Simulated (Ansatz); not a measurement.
# C2H4AlN: small, medium and large basis sets

Aim: see how fast density functionals converge with the basis set for C2H4AlN.

The runs use Ansatz 0.2.0, Gaussian basis; one geometry, several basis sets.

Levels to be run: PBE0-D4/def2-SVP; ωB97M-V/def2-SVP; PBE0-D4/def2-QZVPP; ωB97M-V/def2-QZVPP; the functionals' def2-TZVPP values are taken from earlier runs.

1 further run of the same task is left out (it didn't finish).

## Step 1: The geometry

The geometry comes from an earlier relaxation with PBE0-D4 in a triple-zeta def2 set; it is a stationary point, not always the lowest conformer.

SMILES `N#C[CH2][AlH2]`, 8 atoms, charge 0, spin multiplicity 1.

Atoms are counted from 1 here; the program's logs count them from 0.

Bond lengths: N1–C2 1.155 Å, C2–C3 1.439 Å, C3–Al4 1.991 Å, C3–H5 1.091 Å, C3–H6 1.091 Å, Al4–H7 1.579 Å, Al4–H8 1.579 Å. Angles: N1–C2–C3 172.8°, C2–C3–Al4 98.1°, C2–C3–H5 110.6°, C2–C3–H6 110.6°, Al4–C3–H5 113.5°, Al4–C3–H6 113.5°, H5–C3–H6 109.9°, C3–Al4–H7 117.8°, C3–Al4–H8 117.8°, H7–Al4–H8 124.3°.

As a file:

```xyz
8

N    -0.89633    1.14990    1.89167
C    -0.11336    0.89180    1.08271
C     0.74438    0.44774    0.01577
Al   -0.45495   -0.94540   -0.74802
H     1.67789    0.04759    0.41475
H     0.95507    1.26682   -0.67377
H    -1.47560   -0.50510   -1.86945
H    -0.34500   -2.41044   -0.16945
```

## Step 2: PBE0-D4 in def2-SVP

Input file in.yaml:

```yaml
crystal:
  periodic: [false, false, false]
  atoms:
    - {symbol: N, position_ang: [-0.896330, 1.149898, 1.891674]}
    - {symbol: C, position_ang: [-0.113365, 0.891797, 1.082705]}
    - {symbol: C, position_ang: [0.744383, 0.447738, 0.015769]}
    - {symbol: Al, position_ang: [-0.454950, -0.945397, -0.748024]}
    - {symbol: H, position_ang: [1.677889, 0.047588, 0.414747]}
    - {symbol: H, position_ang: [0.955072, 1.266817, -0.673767]}
    - {symbol: H, position_ang: [-1.475597, -0.505099, -1.869453]}
    - {symbol: H, position_ang: [-0.345002, -2.410441, -0.169451]}
basis:
  gaussian: {orbitals: def2-SVP}
hamiltonian: {xc: pbe0, dispersion: d4}
output: {orbitals: {seedname: orbitals}}
```

Started as:

```sh
$ ansatz run in.yaml --threads 2 --pin off --events-out ev --progress --plain --max-ram 4352MiB
```

Further steps of the session: ωB97M-V in def2-SVP; PBE0-D4 in def2-QZVPP; ωB97M-V in def2-QZVPP.

**Question.** What will the summary of the whole plan be? Wanted: PBE0-D4: double and triple zeta above quadruple; ωB97M-V: double and triple zeta above quadruple.

The runs gave:

```
                                       quantity          value
PBE0-D4: double and triple zeta above quadruple  6.80, 0.40 eV
ωB97M-V: double and triple zeta above quadruple  6.96, 0.38 eV
```

**Reading.** PBE0-D4 gains 6.40 eV from double to triple zeta, then 0.40 eV more. Total energies overstate the basis error of differences, where much of it tends to cancel.
